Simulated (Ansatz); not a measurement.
CH5GeO2, SMILES C[O][GeH][OH], a rigid scan of one bond angle

Computed with Ansatz 0.2.0 through its Python package.

Notebook, run cell by cell (the value of a cell's last expression is shown):

In [1]:
```python
import ansatz as az
from ase import Atoms

atoms = Atoms(["C", "O", "Ge", "O", "H", "H", "H", "H", "H"], positions=[
    (0.4975, 0.8721, -0.9768),
    (-0.1702, -0.3448, -0.9139),
    (0.2244, -1.0551, 0.6701),
    (-0.6748, -0.2992, 1.9574),
    (0.2041, 1.365, -1.9873),
    (0.0663, 1.6155, -0.1987),
    (1.5837, 0.8295, -0.9267),
    (0.0347, -2.567, 0.6431),
    (-1.6773, -0.4622, 1.7157),
])
```

In [2]:
```python
# relax first, so that the scan starts from a minimum
first = az.Crystal.molecule_from_ase(atoms).calculation()
first = first.basis(gaussian="def2-SVP")
first = first.functional("r2scan")
first = first.spin("collinear", total=1).relax(force_tolerance=0.02, max_steps=80)
atoms.positions = first.run().report["positions_ang"]

rows = []
for angle in [90, 100, 110, 120, 135, 150, 165, 179]:
    bent = atoms.copy()
    bent.set_angle(2, 1, 0, angle, indices=[0, 4, 5, 6])
    base = az.Crystal.molecule_from_ase(bent).calculation()
    base = base.basis(gaussian="def2-SVP").functional("r2scan")
    base = base.spin("collinear", total=1)
    rows.append((angle, base.run().report["free_energy_ev"]))
floor = min(e for _, e in rows)
for angle, e in rows:
    print(f"angle Ge2-O1-C0 = {angle:3d} deg   {1000 * (e - floor):9.1f} meV")
```
```text
angle Ge2-O1-C0 =  90 deg      1254.7 meV
angle Ge2-O1-C0 = 100 deg       431.2 meV
angle Ge2-O1-C0 = 110 deg        94.8 meV
angle Ge2-O1-C0 = 120 deg         0.0 meV
angle Ge2-O1-C0 = 135 deg        62.3 meV
angle Ge2-O1-C0 = 150 deg       217.8 meV
angle Ge2-O1-C0 = 165 deg       370.8 meV
angle Ge2-O1-C0 = 179 deg       452.7 meV
```

The scan is rigid, and the energies are electronic, in a modest basis. The zero is the lowest point of the grid, which needn't be the minimum. The species is open-shell (spin multiplicity 2). Hardware and time: 8.4 min on 1 thread of Arm Neoverse V1, on a shared host, peak memory 0.28 GiB.
